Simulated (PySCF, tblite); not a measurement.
**C₆H₁₄N₂Si: geometry, infrared bands and NMR shifts**

Aim: predict the infrared bands and NMR shifts of C₆H₁₄N₂Si (`CC(C)C1=NN([SiH3])CC1`).

Computed with tblite 0.8.0 and PySCF 2.14.0, with density-fitted response routines of our own, on a single molecule in the gas phase. Atoms count from 0, in the outputs and in this text.

**1. Starting geometry**

23 atoms, charge 0, multiplicity 1; geometry from: force field or distance geometry start.

Bonds of the start (Å): C0–C1 1.51, C1–C2 1.52, C1–C3 1.51, C3–N4 1.30, N4–N5 1.37, N5–Si6 1.76, N5–C7 1.43, C7–C8 1.52, C8–C3 1.50, C0–H9 1.11, C0–H10 1.09, C0–H11 1.10, C1–H12 1.11, C2–H13 1.10, C2–H14 1.08, C2–H15 1.09, Si6–H16 1.49, Si6–H17 1.48, Si6–H18 1.49, C7–H19 1.10, C7–H20 1.09, C8–H21 1.10, C8–H22 1.08.

**2. Geometry optimisation with GFN2-xTB**

What the job is given:

```
{"job": {"kind": "relax", "xc": "GFN2-xTB", "basis": "xTB"}, "charge": 0, "multiplicity": 1}
C     -2.248800     1.474500     0.062100
C     -1.534300     0.391300     0.829400
C     -2.359400    -0.884100     0.949200
C     -0.191500     0.095400     0.201000
N      0.925700     0.271200     0.852000
N      1.918000    -0.094600    -0.012200
Si     3.619700    -0.012200     0.410100
C      1.459700    -0.547800    -1.289300
C     -0.051200    -0.445800    -1.189100
H     -3.179000     1.773400     0.586000
H     -1.629100     2.364100    -0.048300
H     -2.537800     1.139100    -0.940800
H     -1.344300     0.759400     1.864400
H     -3.286800    -0.688600     1.501000
H     -1.819900    -1.662700     1.467200
H     -2.650300    -1.264000    -0.028700
H      3.896300    -0.901400     1.572800
H      4.401900    -0.495400    -0.755000
H      4.002700     1.390100     0.717700
H      1.771300    -1.586800    -1.458500
H      1.842000     0.093600    -2.087800
H     -0.468800     0.264100    -1.915700
H     -0.540700    -1.405700    -1.277200
```

Command:

```console
$ OMP_NUM_THREADS=1 python probes_run.py task.json out
```

One launch serves the whole session: the jobs run in the order shown.

Output:

```text
step      E/eV     max force
  0    -750.23322    2.767
  1    -750.37925    1.439
  2    -750.40304    0.585
  3    -750.41294    0.268
  4    -750.41923    0.171
  5    -750.42306    0.189
  6    -750.42899    0.165
  7    -750.43282    0.125
  8    -750.43540    0.090
  9    -750.43716    0.118
 10    -750.43888    0.093
 11    -750.44044    0.088
 12    -750.44193    0.073
 13    -750.44333    0.104
 14    -750.44456    0.098
 15    -750.44552    0.076
 16    -750.44621    0.069
 17    -750.44677    0.058
 18    -750.44730    0.062
 19    -750.44789    0.062
 20    -750.44863    0.066
 21    -750.44963    0.080
 22    -750.45089    0.078
 23    -750.45214    0.100
 24    -750.45315    0.083
 25    -750.45400    0.059
 26    -750.45480    0.063
 27    -750.45547    0.058
 28    -750.45589    0.038
 29    -750.45611    0.026
 30    -750.45624    0.021
 31    -750.45632    0.018
 32    -750.45638    0.012
 33    -750.45641    0.012
 34    -750.45644    0.010
 35    -750.45647    0.013
 36    -750.45648    0.010
```

It took 0.33 s on 1 thread of Arm Neoverse V1, shared host; peak memory 0.18 GiB.

Step by step: (not every step is listed)

```csv
step,energy from step 0 (eV),largest force (eV/Å)
0,0.0000,2.7667
1,-0.1460,1.4394
2,-0.1698,0.5852
3,-0.1797,0.2677
4,-0.1860,0.1708
5,-0.1898,0.1886
6,-0.1958,0.1653
7,-0.1996,0.1249
8,-0.2022,0.0898
10,-0.2057,0.0931
12,-0.2087,0.0728
14,-0.2113,0.0976
16,-0.2130,0.0692
18,-0.2141,0.0622
20,-0.2154,0.0661
22,-0.2177,0.0783
24,-0.2199,0.0832
26,-0.2216,0.0633
28,-0.2227,0.0383
30,-0.2230,0.0205
31,-0.2231,0.0183
32,-0.2232,0.0120
33,-0.2232,0.0122
34,-0.2232,0.0100
35,-0.2233,0.0130
36,-0.2233,0.0100
```

Distances of close pairs at the start and the end, largest changes first:

```csv
bond,before (Å),after (Å),change (Å)
N5–C7,1.431,1.469,+0.039
C3–N4,1.305,1.273,-0.032
N5–Si6,1.755,1.726,-0.029
Si6–H16,1.490,1.465,-0.025
C0–C1,1.508,1.531,+0.023
Si6–H18,1.486,1.465,-0.021
C0–H9,1.109,1.088,-0.021
C3–C8,1.498,1.519,+0.021
```

The final coordinates are the input of the step that follows.

**3. Harmonic vibrations with GFN2-xTB**

What the job is given:

```
{"job": {"kind": "ir", "xc": "GFN2-xTB", "basis": "xTB"}, "charge": 0, "multiplicity": 1}
C     -2.241036     1.484056     0.094984
C     -1.481530     0.388513     0.847797
C     -2.349852    -0.865617     0.978518
C     -0.189142     0.073924     0.169773
N      0.939188     0.233486     0.736330
N      1.958192    -0.119078    -0.078134
Si     3.583690     0.014494     0.486672
C      1.456169    -0.582381    -1.378972
C     -0.066200    -0.462465    -1.245860
H     -3.145565     1.749883     0.637353
H     -1.624599     2.373990    -0.007633
H     -2.527042     1.140130    -0.896735
H     -1.232059     0.753307     1.849020
H     -3.256100    -0.634401     1.533812
H     -1.811316    -1.649649     1.505618
H     -2.636800    -1.237558    -0.002796
H      3.773405    -0.841838     1.659495
H      4.389813    -0.448779    -0.644908
H      3.882515     1.410455     0.813715
H      1.781748    -1.610658    -1.555202
H      1.858372     0.048970    -2.175272
H     -0.495125     0.232118    -1.969476
H     -0.571478    -1.423918    -1.348022
```

Output:

```text
mode    cm-1     km/mol
  1     -83.6      3.00
  2      23.8      0.06
  3      73.0      2.27
  4     101.5      1.81
  5     131.3      0.32
  6     173.0      0.44
  7     220.4      0.01
  8     229.2      1.18
  9     241.7      2.27
 10     311.5      0.22
 11     400.7      0.00
 12     451.5      9.04
 13     508.0     13.12
 14     529.4      0.09
 15     557.2     53.87
 16     592.6     71.45
 17     611.1     23.35
 18     758.9    221.81
 19     783.5    235.41
 20     808.2    402.57
 21     838.3      1.54
 22     865.2     36.34
 23     885.8      5.18
 24     943.5      4.72
 25     945.1      2.69
 26     982.7      0.11
 27    1022.0      1.63
 28    1037.9     12.53
 29    1054.6     16.04
 30    1117.7      0.60
 31    1121.7     22.53
 32    1130.3      3.30
 33    1171.1     41.60
 34    1178.7    303.73
 35    1202.2      0.11
 36    1228.1      6.75
 37    1288.0     43.92
 38    1304.6     39.07
 39    1305.3      1.55
 40    1344.3     95.18
 41    1399.1      2.87
 42    1413.2      1.26
 43    1459.8      2.68
 44    1493.7      0.02
 45    1495.5      0.30
 46    1498.7      1.41
 47    1506.4      4.00
 48    1508.2      5.07
 49    1682.6     33.81
 50    2232.6    404.51
 51    2246.1    396.76
 52    2252.1    128.28
 53    2925.8     28.18
 54    2954.4     21.19
 55    2956.6     49.41
 56    2963.7     45.23
 57    2984.4     34.46
 58    3027.1      0.18
 59    3030.6      3.81
 60    3031.3     89.63
 61    3037.4     83.41
 62    3039.9      4.60
 63    3040.6     45.27
```

It took 1.1 s on 1 thread of Arm Neoverse V1, shared host; peak memory 0.18 GiB.

The strongest bands and the atoms that carry them (share of the mass-weighted mode):

```csv
cm⁻¹,km/mol,atoms
759,221.8,"H17 63 %, H16 16 %, H18 15 %"
784,235.4,"H18 32 %, H16 31 %, H17 29 %"
808,402.6,"H18 38 %, H16 38 %"
1179,303.7,N5 41 %
1344,95.2,"C1 22 %, N5 20 %, C3 17 %"
2233,404.5,"H18 49 %, H16 47 %"
2246,396.8,"H17 72 %, H16 12 %, H18 11 %"
2252,128.3,"H16 37 %, H18 37 %, H17 25 %"
```

**4. NMR shieldings: PBE0/pcSseg-1**

Settings changed since step 3:

```diff
@@ -1,2 +1,2 @@
-{"job": {"kind": "ir", "xc": "GFN2-xTB", "basis": "xTB"}, "charge": 0, "multiplicity": 1}
+{"job": {"kind": "nmr", "xc": "PBE0", "basis": "pcSseg-1"}, "charge": 0, "multiplicity": 1}
 C     -2.241036     1.484056     0.094984
```

With the program's defaults for keys left out, this is: GIAO PBE0/pcSseg-1 NMR shielding, non-relativistic, gas phase.

Output:

```text
coarse grid: 18944 points
cycle   1  E = -635.3545956189  dE =  1.084e+00  |g| = 4.077e-01  |ddm| = 4.301e+00
cycle   2  E = -635.3575938055  dE = -2.998e-03  |g| = 4.047e-01  |ddm| = 8.310e-01
cycle   3  E = -635.3987587718  dE = -4.116e-02  |g| = 5.601e-02  |ddm| = 4.211e-01
cycle   4  E = -635.3991499367  dE = -3.912e-04  |g| = 3.421e-02  |ddm| = 6.655e-02
cycle   5  E = -635.3993744469  dE = -2.245e-04  |g| = 1.248e-02  |ddm| = 3.933e-02
cycle   6  E = -635.3994100319  dE = -3.559e-05  |g| = 2.696e-03  |ddm| = 1.300e-02
cycle   7  E = -635.3994114738  dE = -1.442e-06  |g| = 5.549e-04  |ddm| = 2.245e-03
final grid: 176368 points
cycle   8  E = -635.4505744067  dE = -4.934e-05  |g| = 9.070e-03  |ddm| = 3.535e-02
cycle   9  E = -635.4505687816  dE =  5.625e-06  |g| = 1.029e-02  |ddm| = 1.860e-02
cycle  10  E = -635.4505955242  dE = -2.674e-05  |g| = 6.082e-04  |ddm| = 1.011e-02
cycle  11  E = -635.4505955601  dE = -3.593e-08  |g| = 4.371e-04  |ddm| = 8.269e-04
cycle  12  E = -635.4505956008  dE = -4.073e-08  |g| = 8.513e-05  |ddm| = 4.289e-04
cycle  13  E = -635.4505956024  dE = -1.532e-09  |g| = 3.346e-05  |ddm| = 1.089e-04
cycle  14  E = -635.4505956026  dE = -2.458e-10  |g| = 5.348e-06  |ddm| = 2.995e-05
converged SCF energy = -635.4505956026

GIAO shielding tensors (ppm)
atom      isotropic    diamagn.    paramagn.     s11        s22        s33       span
  0 C      164.018     248.136     -84.118    147.370    157.807    186.875     39.504
  1 C      152.874     244.797     -91.924    140.735    152.514    165.373     24.638
  2 C      164.014     248.121     -84.107    147.320    157.838    186.886     39.566
  3 C       30.084     257.214    -227.131    -61.858     62.625     89.484    151.342
  4 N     -102.338     326.074    -428.412   -375.003    -78.581    146.571    521.573
  5 N      151.855     331.800    -179.945     83.559     95.356    276.649    193.090
  6 Si     409.399     881.559    -472.160    368.353    394.456    465.386     97.033
  7 C      136.177     243.747    -107.569     98.228    137.139    173.164     74.936
  8 C      155.887     252.785     -96.898    129.625    163.475    174.561     44.936
  9 H       30.533      29.410       1.123     26.418     27.930     37.252     10.834
 10 H       30.595      30.808      -0.213     26.253     28.497     37.036     10.783
 11 H       30.698      31.124      -0.426     27.044     30.052     34.998      7.954
 12 H       28.814      32.702      -3.888     25.586     27.422     33.434      7.848
 13 H       30.533      29.410       1.123     26.417     27.932     37.251     10.834
 14 H       30.595      30.808      -0.213     26.253     28.497     37.036     10.783
 15 H       30.697      31.121      -0.424     27.042     30.050     34.999      7.957
 16 H       26.796      29.519      -2.723     23.030     25.154     32.203      9.173
 17 H       27.093      29.008      -1.914     23.641     26.287     31.352      7.711
 18 H       26.796      29.514      -2.718     23.030     25.152     32.206      9.176
 19 H       28.060      30.088      -2.028     22.641     27.803     33.737     11.096
 20 H       28.061      30.084      -2.023     22.633     27.803     33.746     11.113
 21 H       28.990      32.172      -3.181     23.542     29.280     34.148     10.606
 22 H       28.990      32.175      -3.185     23.540     29.277     34.152     10.612
```

Run time: 48 s. Hardware: 1 thread of Arm Neoverse V1, shared host; peak memory 1.1 GiB.

Shifts follow as δ = σ(reference) − σ, with reference shieldings (ppm) from runs at the same level and on the same kind of geometry: 1H TMS 31.72, 13C TMS 186.9, 29Si TMS 349.2, 15N NH3 267.7. The references are single molecules in the gas phase, so shifts against H2O, NH3, PH3, H3PO4 or CFCl3 are not on the usual liquid scales and can be off by tens of ppm. Atoms listed in one row are averaged.

```csv
atoms,environment,σ (ppm),δ (ppm),δ scaled to CDCl3
C3,C=N carbon,30.1,156.8,151.2
C7,sp3 CH2 bonded to N,136.2,50.7,47.6
C1,sp3 CH,152.9,34.1,31.3
C8,sp3 CH2 in a ring,155.9,31.0,28.4
"C0, C2",methyl carbon,164.0,22.9,20.4
"H16, H17, H18",hydrogen on a silicon bonded to N,26.89,4.82,–
"H19, H20",hydrogen on an sp3 CH2 bonded to N,28.06,3.66,3.55
H12,hydrogen on an sp3 CH,28.81,2.90,2.84
"H21, H22",hydrogen on an sp3 CH2 in a ring,28.99,2.73,2.68
"H9, H10, H11, H13, H14, H15",hydrogen on a methyl carbon,30.61,1.11,1.15
N4,imine nitrogen,-102.3,370.1,–
N5,"nitrogen bonded to C, N, Si, in a 5-membered ring",151.9,115.9,–
Si6,"silicon bonded to N, 3 H",409.4,-60.2,–
```

The scaled column applies a straight-line fit of computed shieldings to shifts measured in CDCl3 (root-mean-square error 0.16 ppm for H, 1.9 ppm for C).

Charges from the same density, by scheme (e):

```csv
atoms,Mulliken,IAO,Hirshfeld,ESP fit
"C0, C2",-0.22,-0.42,-0.12,-0.49
C1,-0.30,-0.11,-0.02,0.22
C3,0.07,0.09,0.05,0.47
N4,-0.20,-0.19,-0.12,-0.66
N5,-0.64,-0.40,-0.13,0.08
Si6,0.67,0.76,0.35,0.45
C7,0.10,-0.17,-0.02,-0.14
C8,-0.27,-0.30,-0.07,-0.10
```

Mayer bond orders: C0–C1 1.02, C1–C2 1.02, C1–C3 1.01, C3–N4 1.81, N4–N5 1.07, N5–Si6 0.91, N5–C7 0.85, C7–C8 1.06, C8–C3 0.96.

Ring of atoms C3, N4, N5, C7, C8: NICS(0) -3.2, NICS(1) -2.7, NICS(1)zz -3.1 ppm (means of both faces).

**5. Outcome**

| quantity | value |
| --- | --- |
| strongest single infrared mode (GFN2-xTB) | 2233 cm⁻¹, 405 km/mol |
| zero-point energy (GFN2-xTB) | 118.2 kcal/mol |
| 13C shifts against TMS (PBE0/pcSseg-1, means over atoms taken as alike) | 156.8, 50.7, 34.1, 31.0, 22.9 ppm |
| 1H shifts against TMS (PBE0/pcSseg-1, means over atoms taken as alike) | 4.82, 3.66, 2.90, 2.73, 1.11 ppm |
| 15N shifts against NH3 (PBE0/pcSseg-1) | 370.1, 115.9 ppm |
| 29Si shifts against TMS (PBE0/pcSseg-1) | -60.2 ppm |

Relaxing lowered the energy by 0.223 eV in 36 steps; the close pair that moved most is N5–C7, from 1.431 to 1.469 Å. The lowest mode is imaginary (84i cm⁻¹), so the xTB geometry is not a minimum. The strongest single mode, at 2233 cm⁻¹, moves mainly H18 and H16. Unscaled tight-binding wavenumbers are off by several per cent, some by more. Its intensities can rank the bands wrongly. At PBE0/pcSseg-1: Shielding is most anisotropic at N4 (span 522 ppm, paramagnetic term -428 ppm).
